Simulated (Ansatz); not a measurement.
**Si3C2: what a guessed cell relaxes into**

Aim: relax a trial structure of Si3C2 and see where it ends.

Program: Ansatz 0.2.0. Level of theory: DFT PBE, scalar-relativistic, plane waves, PAW. These are calculated values, not measurements.

**1. The starting structure**

Symmetry: Pmm2, No. 25, orthorhombic system. Conventional cell: a = 3.518 Å, b = 3.569 Å, c = 6.152 Å, α = 90.00°, β = 90.00°, γ = 90.00°. Si (site symmetry mm2) has 1 Si at 2.11 Å as nearest neighbours. Si (site symmetry mm2) is surrounded by 3 Si at 2.11 to 2.16 Å. Si (site symmetry mm2) has 2 Si at 2.16 Å as nearest neighbours. Around C (site symmetry mm2) lie 10 Si at 2.68 to 2.82 Å. Around C (site symmetry mm2) lie 8 Si at 2.64 to 2.74 Å.

Coordinates:

```cif
data_structure
_symmetry_space_group_name_H-M 'P 1'
_symmetry_Int_Tables_number 1
_cell_length_a 3.5178
_cell_length_b 3.5687
_cell_length_c 6.1524
_cell_angle_alpha 90.000
_cell_angle_beta 90.000
_cell_angle_gamma 90.000
_cell_volume 77.24
loop_
_atom_site_label
_atom_site_type_symbol
_atom_site_fract_x
_atom_site_fract_y
_atom_site_fract_z
_atom_site_occupancy
Si1 Si 0.50000 0.00000 0.81420 1
Si2 Si 0.50000 0.00000 0.15643 1
Si3 Si 0.00000 0.00000 0.35889 1
C1 C 0.00000 0.50000 0.00345 1
C2 C 0.50000 0.50000 0.49503 1
```

A structure generator made this guess: species swapped into a database cell of Er2Si3 (Pmm2, No. 25), with C on the Er sites. Its size is a rough estimate.

**2. Probe: one point on a coarse mesh**

input.yaml

```yaml
crystal:
  lattice:
    - [3.51780698, 0.0, 0.0]
    - [0.0, 3.5687469, 0.0]
    - [0.0, 0.0, 6.15235809]
  atoms:
    - { symbol: Si, position: [0.5, 0.0, 0.81419683] }
    - { symbol: Si, position: [0.5, 0.0, 0.15643397] }
    - { symbol: Si, position: [0.0, 0.0, 0.35889214] }
    - { symbol: C, position: [0.0, 0.5, 0.0034513] }
    - { symbol: C, position: [0.5, 0.5, 0.49502575] }
basis:
  ecutwfc: 420
kpoints:
  mp_grid: { grid: [6, 6, 4] }
hamiltonian:
  xc: pbe
scf:
  occupations: { method: gaussian, width: 0.1 }
  lower_state_search: "off"
output:
  forces: true
  stress: true
  eigenvalues: true
```

Launch:

```sh
ansatz run input.yaml --threads 1 --pin off --max-ram 2560MiB --backend cpu --events-out ev --progress --plain --runs-dir out
```

Further runs follow: spin check on a coarse mesh; coarse relaxation; relaxation on the finer mesh.

Before running it: what results should come out? Wanted: conventional cell; volume; energy over the elements; gap on the mesh.

**Answer**, as computed:

| quantity | value |
| --- | --- |
| symmetry at the end (tolerance 0.05 Å) | space group Pmm2 (No. 25) |
| conventional cell | a = 2.738 Å, b = 2.816 Å, c = 6.905 Å, α = 90.00°, β = 90.00°, γ = 90.00° |
| volume | 10.65 Å³/atom |
| energy over the elements | +0.83 eV/atom |
| gap on the mesh | none (metal) |

**Reading.** The space group Pmm2 (No. 25) is kept, and the volume per atom shrinks by 31.1 % from the first guess. The formation energy is positive, so the separate elements lie lower. No finished test with a distortion of lower symmetry is shown, so the end may be a saddle point. Other magnetic orders were not searched.
